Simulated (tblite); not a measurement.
# C5H13NSeSi: the cost of one run

The runs use tblite 0.8.0 and PySCF 2.14.0, with density-fitted response routines of our own; the level of theory stands in each step. All values are computed, except where a source is named. Atoms are numbered from 0 throughout.

**1. Starting geometry**

21 atoms, charge 0, multiplicity 1; geometry from: force field or distance geometry start.

Bonds of the start (Å): C0–N1 1.47, N1–C2 1.47, N1–C3 1.49, C3–C4 1.52, C4–Si5 1.85, Si5–Se6 2.26, Se6–C7 1.95, C7–C3 1.56, C0–H8 1.11, C0–H9 1.12, C0–H10 1.11, C2–H11 1.10, C2–H12 1.12, C2–H13 1.12, C3–H14 1.11, C4–H15 1.11, C4–H16 1.11, Si5–H17 1.47, Si5–H18 1.48, C7–H19 1.11, C7–H20 1.11.

**2. Relaxing the molecule with GFN2-xTB**

Job settings and geometry (Å):

```
{"job": {"kind": "relax", "xc": "GFN2-xTB", "basis": "xTB"}, "charge": 0, "multiplicity": 1}
C     -2.021000    -1.207400    -0.324100
N     -1.176100    -0.005000    -0.390500
C     -1.746400     1.069700     0.435800
C      0.244800    -0.325900    -0.066200
C      1.194600     0.662500    -0.726000
Si     2.902200     0.290600    -0.117900
Se     2.426200    -0.902100     1.739900
C      0.559700    -0.414100     1.461300
H     -1.655800    -1.981400    -1.029000
H     -3.069300    -0.950100    -0.631400
H     -2.062800    -1.633100     0.700900
H     -1.096000     1.957900     0.457700
H     -1.960100     0.739300     1.484100
H     -2.712400     1.399800    -0.021500
H      0.490400    -1.321800    -0.490100
H      1.154700     0.559700    -1.826000
H      0.953800     1.712700    -0.452600
H      3.632100    -0.553400    -1.079600
H      3.629500     1.532600     0.215800
H      0.393400     0.562200     1.959400
H     -0.090400    -1.175800     1.948300
```

Launch:

```
$ OMP_NUM_THREADS=1 python probes_run.py task.json out
```

One launch serves the whole session: the jobs run in the order shown.

**Question.** How long does this first job take on 1 thread of Arm Neoverse N1, shared host, and how much memory does it need?

About 1 s, with a peak of 0.18 GiB.
